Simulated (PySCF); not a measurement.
**CsLi+: bond curves at several levels of theory**

An exercise on one series of results from a longer session: the logs are not shown, and one member is left open.

Program: PySCF 2.14.0. Level of theory: Cs def2-SVP with ECP46, Li def2-SVP, scalar-relativistic core potentials. These are calculated values, not measurements.

The first run:

Settings of the job:

```
atoms                         : Cs, Li
charge                        : 1
basis                         : Cs def2-SVP with ECP46, Li def2-SVP
Hamiltonian                   : scalar-relativistic core potentials
basis functions               : 33
electrons treated             : 11
masses in u                   : 132.9054, 7.0160
levels                        : PBE0, PBE, r²SCAN, TPSSh, BP86, PW91, HF, MP2, SCS-MP2, CCSD, CCSD(T)
grid                          : 80 radial by 434 angular points
occupations                   : held fixed by the projection of orbital angular momentum
dissociation limit            : Cs+ + Li, each in its ground configuration
starting distance in angstrom : 3.590
values of 2S to try           : 1, 3
```

Started as:

```sh
OMP_NUM_THREADS=1 python dia.py task.json out
```

Among the steps run: The job; PBE0 along the bond; PBE; r²SCAN (meta-GGA); TPSSh; BP86 (GGA); PW91 (GGA); UHF; Correlated methods on the Hartree–Fock reference.

One table of the session follows, with a row left open; its other results are not shown here.

Energy (eV) from each level's lowest point:

```
R (Å)    UHF  UHF-MP2  UHF-SCS-MP2  UHF-CCSD  UHF-CCSD(T)
3.729  0.163    0.129        0.134       n/a          n/a
3.902  0.092    0.067        0.071     0.062        0.062
4.076      ?        ?            ?         ?            ?
4.206  0.022    0.012        0.013     0.010        0.009
4.336  0.008    0.003        0.003     0.002        0.001
4.466  0.001    0.000        0.000     0.000        0.000
4.639  0.000    0.004        0.004     0.006        0.006
4.856  0.009    0.019        0.017     0.021        0.022
5.117  0.029    0.045        0.042     0.048        0.049
5.463  0.064    0.086        0.083       n/a          n/a
```

Q: Estimate the row for R (Å) = 4.076 from the others.

Worked estimate for «UHF». A straight line through the neighbours (3.902, 0.092) and (4.206, 0.022) gives 0.092 + (0.022 − 0.092) × (4.076 − 3.902) / (4.206 − 3.902) = 0.052; a parabola fitted to 4 rows on both sides gives 0.044.

As computed: UHF: 0.045; UHF-MP2: 0.029; UHF-SCS-MP2: 0.031; UHF-CCSD: 0.025; UHF-CCSD(T): 0.025. In «UHF» the line misses by +0.007 and the parabola by -0.001.
